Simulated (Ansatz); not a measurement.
# C3H5F3O: the cost of one run

Computed with Ansatz 0.2.0, Gaussian basis. Level: the settings change from run to run.

## (1) The relaxed structure

An earlier PBE0-D4 in a triple-zeta def2 set relaxation fixed the geometry.

12 atoms, charge 0, spin multiplicity 1.

Atoms are counted from 1 here; the program's logs count them from 0.

Bond lengths: C1–C2 1.497 Å, C1–H8 1.089 Å, C1–H9 1.089 Å, C1–H10 1.089 Å, C2–F3 1.356 Å, C2–F4 1.364 Å, C2–O5 1.368 Å, O5–C6 1.392 Å, C6–F7 1.365 Å, C6–H11 1.090 Å, C6–H12 1.092 Å. Angles: C2–C1–H8 109.1°, C2–C1–H9 109.4°, C2–C1–H10 109.3°, H8–C1–H9 109.7°, H8–C1–H10 109.8°, H9–C1–H10 109.5°, C1–C2–F3 111.1°, C1–C2–F4 110.6°, C1–C2–O5 110.3°, F3–C2–F4 104.8°, F3–C2–O5 110.5°, F4–C2–O5 109.4°, C2–O5–C6 116.8°, O5–C6–F7 110.1°, O5–C6–H11 106.7°, O5–C6–H12 111.6°, F7–C6–H11 108.1°, F7–C6–H12 108.4° and more.

## (2) LC-wPBE/aug-cc-pVDZ

Set apart from the defaults: multiplicity 3, atoms shaken by 0.08 Å, relativity set to none, high accuracy.

Input file in.yaml:

```yaml
crystal:
  periodic: [false, false, false]
  atoms:
    - {symbol: C, position_ang: [0.658368, -0.466239, 1.672437]}
    - {symbol: C, position_ang: [0.058173, -0.621202, 0.394745]}
    - {symbol: F, position_ang: [0.814434, -1.181900, -0.520711]}
    - {symbol: F, position_ang: [-1.111319, -1.100547, 0.411785]}
    - {symbol: O, position_ang: [-0.106172, 0.820215, -0.171641]}
    - {symbol: C, position_ang: [-0.687852, 0.684081, -1.617643]}
    - {symbol: F, position_ang: [0.297898, 0.838548, -2.450997]}
    - {symbol: H, position_ang: [0.838256, -1.177816, 1.957491]}
    - {symbol: H, position_ang: [0.104713, 0.198734, 2.425081]}
    - {symbol: H, position_ang: [1.683188, 0.004232, 1.327664]}
    - {symbol: H, position_ang: [-1.208472, 1.662825, -1.544334]}
    - {symbol: H, position_ang: [-1.334699, -0.017860, -1.558897]}
basis:
  gaussian: {orbitals: aug-cc-pVDZ}
magnetization: {spin_polarized: true, initial_magnetization: 2}
hamiltonian: {xc: {name: LC-wPBE}, pseudopotentials: {relativity: none}}
accuracy: high
output: {forces: true}
```

Launch:

```sh
$ ansatz run in.yaml --threads 4 --pin off --events-out ev --progress --plain --max-ram 11315MiB
```

**Question.** How long does this run take on 4 threads of Arm Neoverse V1, shared host, and how much memory does it need?

About 44 s, with a peak of 1.8 GiB.
